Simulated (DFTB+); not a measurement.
# DFTB2 run of C6H10O (mesityl oxide)

Wanted: a structure relaxation of C6H10O (mesityl oxide). 

The results are computed with DFTB+ 25.1.

12 further runs of the same task are left out: 12 set aside as unsound or not needed.

### Step 1. The molecule

The species is C6H10O (17 atoms), meant as a singlet with charge 0. SMILES: `CC(=O)C=C(C)C`. The coordinates come from a GFN2-xTB relaxation. This is a higher conformer, about 10 kJ/mol above the lowest found by a separate search. The run starts from this shape.

Bond lengths: C1–C2 1.515 Å, C2–O3 1.215 Å, C2–C4 1.461 Å, C4–C5 1.345 Å, C5–C6 1.489 Å, C5–C7 1.499 Å, C1–H8 1.088 Å, C1–H9 1.088 Å, C1–H10 1.086 Å, C4–H11 1.082 Å, C6–H12 1.087 Å, C6–H13 1.089 Å, C6–H14 1.089 Å, C7–H15 1.089 Å, C7–H16 1.089 Å, C7–H17 1.086 Å. Some angles: C1–C2–O3 121.7°, C1–C2–C4 113.8°, O3–C2–C4 124.5°, C2–C4–C5 125.2°, C4–C5–C6 122.4°, C4–C5–C7 119.6°, C6–C5–C7 118.0°, C2–C1–H8 109.8°, C2–C1–H9 109.6°, C2–C1–H10 110.1°.

### Step 2. A structure relaxation at DFTB2

Input file start.gen:

```
17 C
C O H
   1  1      1.152730     -2.260760     -1.195660
   2  1      0.874730     -0.788370     -0.971470
   3  2      1.402070      0.071040     -1.649200
   4  1     -0.064880     -0.523610      0.114860
   5  1     -0.472730      0.696490      0.506490
   6  1      0.006640      1.945690     -0.147740
   7  1     -1.445070      0.823450      1.640740
   8  3      0.223250     -2.780900     -1.417610
   9  3      1.578860     -2.693890     -0.292980
  10  3      1.846920     -2.388000     -2.021660
  11  3     -0.447800     -1.395330      0.628220
  12  3     -0.433900      2.831210      0.302580
  13  3      1.092360      2.007770     -0.084340
  14  3     -0.227280      1.924260     -1.211460
  15  3     -1.033390      0.372440      2.542970
  16  3     -2.369080      0.296030      1.406970
  17  3     -1.683420      1.862490      1.849290
```

Input file dftb_in.hsd:

```
Geometry = GenFormat {
  <<< "start.gen"
}

Driver = GeometryOptimisation {
  Optimiser = Rational {}
  MaxSteps = 300
  Convergence = {
    GradElem = 1e-05
  }
  AppendGeometries = Yes
}

Hamiltonian = DFTB {
  SCC = Yes
  SlaterKosterFiles = Type2FileNames {
    Prefix = "slakos/"
    Separator = ""
    Suffix = ".spl"
    LowerCaseTypeName = Yes
  }
  MaxAngularMomentum = {
    C = "p"
    O = "p"
    H = "s"
  }
  SCCTolerance = 1e-09
  Filling = Fermi {
    Temperature [K] = 300
  }
}

Analysis = {
  PrintForces = Yes
}

Options = {
  WriteResultsTag = Yes
}

ParserOptions = {
  ParserVersion = 14
}
```

The run is started by

```bash
$ dftb+ > dftb.out
```

Q: Predict the results. Wanted: total energy at the end; dipole moment; HOMO energy; LUMO energy; HOMO–LUMO gap.

Computed results:

At DFTB2:

| quantity | value |
| --- | --- |
| total energy at the end | -17.38960 Eh |
| dipole moment | 2.27 D |
| HOMO energy | -5.38 eV |
| LUMO energy | -2.19 eV |
| HOMO–LUMO gap | 3.19 eV |

What this shows: At the final geometry: Bond lengths: C1–C2 1.518 Å, C2–O3 1.217 Å, C2–C4 1.481 Å, C4–C5 1.357 Å, C5–C6 1.490 Å, C5–C7 1.495 Å, C1–H8 1.098 Å, C1–H9 1.098 Å, C1–H10 1.095 Å, C4–H11 1.101 Å, C6–H12 1.098 Å, C6–H13 1.100 Å, C6–H14 1.100 Å, C7–H15 1.100 Å, C7–H16 1.100 Å, C7–H17 1.096 Å. Some angles: C1–C2–O3 121.4°, C1–C2–C4 115.4°, O3–C2–C4 123.2°, C2–C4–C5 124.1°, C4–C5–C6 122.1°, C4–C5–C7 119.7°, C6–C5–C7 118.3°, C2–C1–H8 110.4°, C2–C1–H9 110.4°, C2–C1–H10 111.0°. The dipole comes from point charges on the atoms alone, without atomic dipoles, so it is partial. The optimisation took 163 steps and changed the energy by -0.047 eV. Mulliken charges run from -0.38 on O3 to +0.37 on C2.
